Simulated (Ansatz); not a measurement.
# CdTeSe3: the cost of one run

Computed with Ansatz 0.2.0 (DFT PBE, scalar-relativistic, plane waves, PAW, unless a step's input says otherwise).

2 further runs of the same task are left out: 1 that didn't finish, 1 set aside as unsound or not needed.

## Step 1: The starting structure

The structure is tetragonal, space group P4/mmm (No. 123). The conventional cell has a = 5.350 Å, b = 5.350 Å, c = 5.147 Å, α = 90.00°, β = 90.00°, γ = 90.00°. Cd (site symmetry 4/mmm) is surrounded by 2 Te at 2.57 Å. Te (site symmetry 4/mmm) is surrounded by 2 Cd at 2.57 Å and 4 Se at 2.68 Å. Around Se (site symmetry mmm) lie 2 Te at 2.68 Å. Se (site symmetry 4/mmm) is surrounded by 8 Se at 3.71 Å and 4 Cd at 3.78 Å.

Structure file:

```xyz
5
Lattice="5.3502 0.0000 0.0000 0.0000 5.3502 0.0000 0.0000 0.0000 5.1474" Properties=species:S:1:pos:R:3 pbc="T T T"
Cd    0.0000    0.0000    2.5737
Te    0.0000    0.0000    0.0000
Se    0.0000    2.6751    0.0000
Se    2.6751    0.0000    0.0000
Se    2.6751    2.6751    2.5737
```

The cell is invented: random cell by space group and Wyckoff sites (P4/mmm, No. 123). Its size is a rough estimate.

## Step 2: A first look at the guess

input.yaml reads:

```yaml
crystal:
  lattice:
    - [5.35024996, 0.0, 0.0]
    - [0.0, 5.35024996, 0.0]
    - [0.0, 0.0, 5.14737059]
  atoms:
    - { symbol: Cd, position: [0.0, 0.0, 0.5] }
    - { symbol: Te, position: [0.0, 0.0, 0.0] }
    - { symbol: Se, position: [0.0, 0.5, 0.0] }
    - { symbol: Se, position: [0.5, 0.0, 0.0] }
    - { symbol: Se, position: [0.5, 0.5, 0.5] }
basis:
  ecutwfc: 420
kpoints:
  mp_grid: { grid: [4, 4, 4] }
hamiltonian:
  xc: pbe
scf:
  occupations: { method: gaussian, width: 0.1 }
  lower_state_search: "off"
output:
  forces: true
  stress: true
  eigenvalues: true
```

On the command line:

```
> ansatz run input.yaml --threads 1 --pin off --max-ram 2560MiB --backend cpu --events-out ev --progress --plain --runs-dir out
```

Q: Estimate wall time and peak memory on 1 thread of Arm Neoverse V1, shared host.

About 8.7 s, with a peak of 0.44 GiB.
